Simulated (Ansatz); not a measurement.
Crystal: RuCl2.

```
Ru Cl
1.0
     3.54969    0.00000    0.00000
    -1.77485    3.07412    0.00000
     0.00000    0.00000    5.72639
Ru Cl
1 2
Cartesian
  0.0000 0.0000 0.0000
  0.0000 2.0494 1.4430
  1.7748 1.0247 4.2833
```

The cell comes from a database or a generator and needn't be the stable form of this composition.

| Property | Result |
| --- | --- |
| Program | Ansatz 0.2.0 |
| Task | single point |
| Functional | PBE |
| Potentials or basis | Ansatz PAW |
| Cutoff | 420 eV (not typed: the program's choice for these potentials) |
| k mesh | 9 × 9 × 5 |
| Occupations | fermi-dirac, width 0.05 eV |
| Spin | no spin polarisation |

On this cell: pressure -5.9 GPa; largest force 1.619 eV/Å; band gap on the k mesh 0.60 eV, indirect (least direct gap 0.79 eV).

The same run follows on a disturbed copy (atoms moved at random, drawn with an rms of 0.05 Å):

```
Ru Cl
1.0
     3.54969    0.00000    0.00000
    -1.77485    3.07412    0.00000
     0.00000    0.00000    5.72639
Ru Cl
1 2
Cartesian
  0.0341 0.0242 -0.0096
  -0.0480 2.0510 1.4344
  1.7810 1.0410 4.3017
```

Question: What changes?

Answer: The energy moves by -10.0 meV/atom; pressure -5.4 GPa; largest force 1.544 eV/Å; band gap on the k mesh 0.61 eV, indirect (least direct gap 0.82 eV).

Forces in eV/Å, atoms in the order of the input:
```
Ru  -0.328 -0.074 -0.075
Cl   0.270  0.055 -1.468
Cl   0.058  0.019  1.543
```

Stress tensor (GPa, compression positive):
```
-3.81 -0.33  0.69
-0.33 -3.78  0.10
 0.69  0.10 -8.51
```

Caveats: odd divisions of the mesh miss points on the zone boundary, where band edges often lie, so the gap on the mesh can be too wide; forces of over 1 eV/Å show positions far from the minimum, so gaps and moduli don't describe the material at rest (some runs).

A k mesh can miss the band edges.
